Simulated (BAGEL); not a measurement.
**TiF4 (SMILES [F][Ti]([F])([F])[F]): HF/6-31G(d) (density fitting with qzvpp-jkfit, spherical functions)**

Aim: the vertical ionisation energy of TiF4 at HF/6-31G* (density fitting with qzvpp-jkfit, spherical functions), from 2 runs. 

The calculation is run with BAGEL 1.2.2.

8 further runs of the same task are left out: 7 that didn't finish, 1 set aside as unsound or not needed.

## (1) The molecule

TiF4 has 5 atoms, charge 0, and is taken as a singlet. As SMILES, `[F][Ti]([F])([F])[F]`. Geometry: a GFN2-xTB relaxation, a rough one for these elements and not checked as a minimum.

Bond lengths: Ti1–F2 1.692 Å, Ti1–F3 1.692 Å, Ti1–F4 1.692 Å, Ti1–F5 1.692 Å. Angles: F2–Ti1–F3 109.5°, F2–Ti1–F4 109.5°, F2–Ti1–F5 109.5°, F3–Ti1–F4 109.5°, F3–Ti1–F5 109.5°, F4–Ti1–F5 109.5°.

## (2) A single-point energy at HF/6-31G(d) (density fitting with qzvpp-jkfit, spherical functions)

The input, input.json:

```json
{ "bagel" : [

{
  "title" : "molecule",
  "basis" : "6-31gs.json",
  "df_basis" : "qzvpp-jkfit",
  "angstrom" : true,
  "geometry" : [
    { "atom" : "Ti", "xyz" : [   -0.000040,   -0.000090,   -0.000060 ] },
    { "atom" : "F", "xyz" : [    0.009040,   -0.015130,    1.692100 ] },
    { "atom" : "F", "xyz" : [    1.592360,    0.008920,   -0.572410 ] },
    { "atom" : "F", "xyz" : [   -0.804000,    1.384760,   -0.547370 ] },
    { "atom" : "F", "xyz" : [   -0.797350,   -1.378470,   -0.572260 ] }
  ]
},
{
  "title" : "hf",
  "charge" : 0
},
{
  "title" : "print",
  "file" : "orbitals.molden",
  "orbitals" : true
}

]}
```

The basis set 6-31G* is read from a file made from the Basis Set Exchange's data (not shown).

Run with:

```
BAGEL_NUM_THREADS=1 BAGEL input.json > input.out
```

Log:

```text
* using 1 threads per process

  ===============================================================
  ===============================================================

  *** Geometry ***

  { "atom" : "Ti", "xyz" : [     -0.000076,     -0.000170,     -0.000113 ] },
  { "atom" : "F", "xyz" : [      0.017083,     -0.028592,      3.197606 ] },
  { "atom" : "F", "xyz" : [      3.009124,      0.016856,     -1.081698 ] },
  { "atom" : "F", "xyz" : [     -1.519340,      2.616817,     -1.034379 ] },
  { "atom" : "F", "xyz" : [     -1.506773,     -2.604931,     -1.081415 ] },

  Number of auxiliary basis functions:      572

  Since a DF basis is specified, we compute 2- and 3-index integrals:
    o Being stored without compression. Storage requirement is 0.037 GB

  Number of basis functions:       90
  Number of electrons      :       58

    * METHOD: MOLECULE                             0.93

  *** RHF ***

  === Nuclear Repulsion ===
   340.7431996135

      * DIIS with orbital gradients will be used.

  === RHF iteration (6-31gs.json) ===
      0      -1245.75114534          0.03095205           0.18
      1      -1245.63760525          0.04058860           0.17
      2      -1246.36011035          0.00198852           0.13
      3      -1246.36298905          0.00038258           0.18
      4      -1246.36315982          0.00011204           0.20
      5      -1246.36318419          0.00003346           0.24
      6      -1246.36318692          0.00000959           0.24
      7      -1246.36318713          0.00000143           0.25
      8      -1246.36318713          0.00000070           0.25
      9      -1246.36318713          0.00000017           0.22
     10      -1246.36318713          0.00000003           0.21
     11      -1246.36318713          0.00000001           0.21
    * SCF iteration converged.

    * Permanent dipole moment:
           (    0.000199,     0.000682,     0.000446) a.u.

    * METHOD: HF                                   3.03

    * METHOD: PRINT                                0.02

  ===============================================================
```

Wall time 4.8 s (1 thread of Intel Xeon at 2.50GHz (Skylake/Cascade Lake), shared host).

## (3) The doublet cation at the same level

The input, hf.json:

```json
{ "bagel": [

{
  "title": "molecule",
  "basis": "6-31gs.json",
  "df_basis": "qzvpp-jkfit",
  "angstrom": true,
  "geometry": [
    { "atom": "Ti", "xyz": [   -0.000040,   -0.000090,   -0.000060 ] },
    { "atom": "F", "xyz": [    0.009040,   -0.015130,    1.692100 ] },
    { "atom": "F", "xyz": [    1.592360,    0.008920,   -0.572410 ] },
    { "atom": "F", "xyz": [   -0.804000,    1.384760,   -0.547370 ] },
    { "atom": "F", "xyz": [   -0.797350,   -1.378470,   -0.572260 ] }
  ]
},
{
  "title": "uhf",
  "charge": 1,
  "nopen": 1
},
{
  "title": "print",
  "file": "orbitals.molden",
  "orbitals": true
}

]}
```

The basis set 6-31G* is read from a file made from the Basis Set Exchange's data (not shown).

Run with:

```
BAGEL_NUM_THREADS=1 BAGEL hf.json > hf.out
```

Log:

```text
* using 1 threads per process

  ===============================================================
  ===============================================================

  *** Geometry ***

  { "atom" : "Ti", "xyz" : [     -0.000076,     -0.000170,     -0.000113 ] },
  { "atom" : "F", "xyz" : [      0.017083,     -0.028592,      3.197606 ] },
  { "atom" : "F", "xyz" : [      3.009124,      0.016856,     -1.081698 ] },
  { "atom" : "F", "xyz" : [     -1.519340,      2.616817,     -1.034379 ] },
  { "atom" : "F", "xyz" : [     -1.506773,     -2.604931,     -1.081415 ] },

  Number of auxiliary basis functions:      572

  Since a DF basis is specified, we compute 2- and 3-index integrals:
    o Being stored without compression. Storage requirement is 0.037 GB

  Number of basis functions:       90
  Number of electrons      :       58

    * METHOD: MOLECULE                             0.90

  *** Open-shell HF ***

  === Nuclear Repulsion ===
   340.7431996135

      * DIIS with orbital gradients will be used.

  === UHF iteration (6-31gs.json) ===
      0      -1245.19950421          0.05598492           0.46
      1      -1244.87273487          0.09012173           0.39
      2      -1245.15893135          0.06273148           0.38
      3      -1245.75772156          0.00579186           0.42
      4      -1245.77672865          0.00458864           0.36
      5      -1245.78537825          0.00282034           0.38
      6      -1245.79604063          0.00114435           0.39
      7      -1245.79908377          0.00080286           0.37
      8      -1245.79923344          0.00051714           0.38
      9      -1245.79952014          0.00010920           0.38
     10      -1245.79958856          0.00005496           0.44
     11      -1245.79961838          0.00004368           0.44
     12      -1245.79962670          0.00004253           0.41
     13      -1245.79962863          0.00004275           0.40
     14      -1245.79962651          0.00004225           0.47
     15      -1245.79961555          0.00003961           0.32
     16      -1245.79959775          0.00003088           0.33
     17      -1245.79959774          0.00002014           0.38
     18      -1245.79960051          0.00000954           0.37
     19      -1245.79960260          0.00000471           0.37
     20      -1245.79960293          0.00000220           0.37
     21      -1245.79960303          0.00000155           0.38
     22      -1245.79960309          0.00000092           0.37
     23      -1245.79960313          0.00000045           0.37
     24      -1245.79960314          0.00000033           0.36
     25      -1245.79960314          0.00000030           0.30
     26      -1245.79960314          0.00000030           0.37
     27      -1245.79960314          0.00000030           0.37
     28      -1245.79960314          0.00000029           0.33
     29      -1245.79960314          0.00000027           0.37
     30      -1245.79960314          0.00000021           0.42
     31      -1245.79960314          0.00000015           0.43
     32      -1245.79960314          0.00000010           0.43
     33      -1245.79960314          0.00000005           0.45
     34      -1245.79960314          0.00000002           0.45
     35      -1245.79960314          0.00000001           0.46
     36      -1245.79960314          0.00000001           0.47
     37      -1245.79960314          0.00000001           0.46
    * SCF iteration converged.

    * S^2 (UHF) is 0.7540

    * Permanent dipole moment:
           (    0.950256,     1.643141,     0.682279) a.u.

    * METHOD: UHF                                 15.55

    * METHOD: PRINT                                0.02

  ===============================================================
```

It took 17 s on 1 thread of Intel Xeon at 2.50GHz (Skylake/Cascade Lake), shared host.

## (4) Results

Level: HF/6-31G* (density fitting with qzvpp-jkfit, spherical functions).

```
                                          quantity           value
                        singlet TiF4: total energy  -1246.36319 Eh
                       singlet TiF4: dipole moment          0.00 D
                         singlet TiF4: HOMO energy       -17.79 eV
                         singlet TiF4: LUMO energy         1.85 eV
                       singlet TiF4: HOMO–LUMO gap        19.64 eV
                      doublet cation: total energy  -1245.79960 Eh
                              doublet cation: ⟨S²⟩           0.754
vertical ionisation energy (to the doublet cation)       15.336 eV
```

**Reading.** The vertical ionisation energy comes to 15.34 eV (354 kcal/mol). −ε(HOMO) before ionisation, 17.79 eV, is 2.45 eV above this ionisation energy.
